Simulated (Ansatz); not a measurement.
# NiO: the cost of one run

Method: DFT PBE+U (U_eff = 6.2 eV on Ni 3d), scalar-relativistic, plane waves, PAW, in Ansatz 0.2.0.

## Step 1: The system as given

It takes space group Fm-3m (No. 225, cubic). The conventional cell has a = 4.251 Å, b = 4.251 Å, c = 4.251 Å, α = 90.00°, β = 90.00°, γ = 90.00°. Ni (site symmetry m-3m) has 6 O at 2.13 Å as nearest neighbours. Around O (site symmetry m-3m) lie 6 Ni at 2.13 Å.

Coordinates:

```cif
data_structure
_symmetry_space_group_name_H-M 'P 1'
_symmetry_Int_Tables_number 1
_cell_length_a 3.0069
_cell_length_b 3.0069
_cell_length_c 5.2032
_cell_angle_alpha 73.205
_cell_angle_beta 90.000
_cell_angle_gamma 60.000
_cell_volume 38.41
loop_
_atom_site_label
_atom_site_type_symbol
_atom_site_fract_x
_atom_site_fract_y
_atom_site_fract_z
_atom_site_occupancy
Ni1 Ni 0.00000 0.00000 0.00000 1
O1 O 0.75000 0.50000 0.25000 1
Ni2 Ni 0.50000 0.00000 0.50000 1
O2 O 0.25000 0.50000 0.75000 1
```

An earlier run at PBE+U (U_eff = 6.2 eV on Ni 3d) left this cell at 9.601 Å³/atom and 0.00 GPa (10×10×10 mesh). The large moments point both ways and cancel.

## Step 2: Field gradients and densities at the nuclei

input.yaml

```yaml
crystal:
  lattice:
    - [0.0, 2.1261677476, 2.1261677476]
    - [2.1261677476, 0.0, 2.1261677476]
    - [4.2493520266, 2.123184279, -2.123184279]
  atoms:
    - { symbol: Ni, position: [0.0, 0.0, 0.0], spin: 1.85 }
    - { symbol: O, position: [0.75, 0.4999999999, 0.2500000001] }
    - { symbol: Ni, position: [0.5, 0.0, 0.5], spin: -1.85 }
    - { symbol: O, position: [1.25, 0.5000000001, 0.7499999999] }
basis:
  ecutwfc: 420
  ecutrho_ratio: 4
kpoints:
  mp_grid: { grid: [10, 10, 10] }
hamiltonian:
  xc: pbe
  hubbard: { sites: [{ species: Ni, l: d, u_eff: 6.2 }] }
scf:
  occupations: { method: gaussian, width: 0.05 }
  lower_state_search: "off"
output:
  forces: true
  stress: true
  eigenvalues: true
  populations: true
  hubbard: { sites: [{ species: Ni, l: d }] }
  efg:
    contact_densities: true
    quadrupole_moments_barn: { O: -0.02558, Ni: 0.162 }
magnetization:
  spin_polarized: true
checkpoint:
  read: start.run
  write: ck
  compress: false
  write_wavefunctions: false
  write_every: 100000
```

start.run is the folder with the converged state of an earlier run on this cell.

Launch:

```bash
> ansatz run input.yaml --threads 2 --pin off --max-ram 5120MiB --backend cpu --events-out ev --progress --plain --runs-dir out
```

**Question.** How long does this run take on 2 threads of Intel Xeon Platinum 8259CL at 2.50GHz (Skylake/Cascade Lake), shared host, and how much memory does it need?

About 14 s, with a peak of 0.62 GiB.
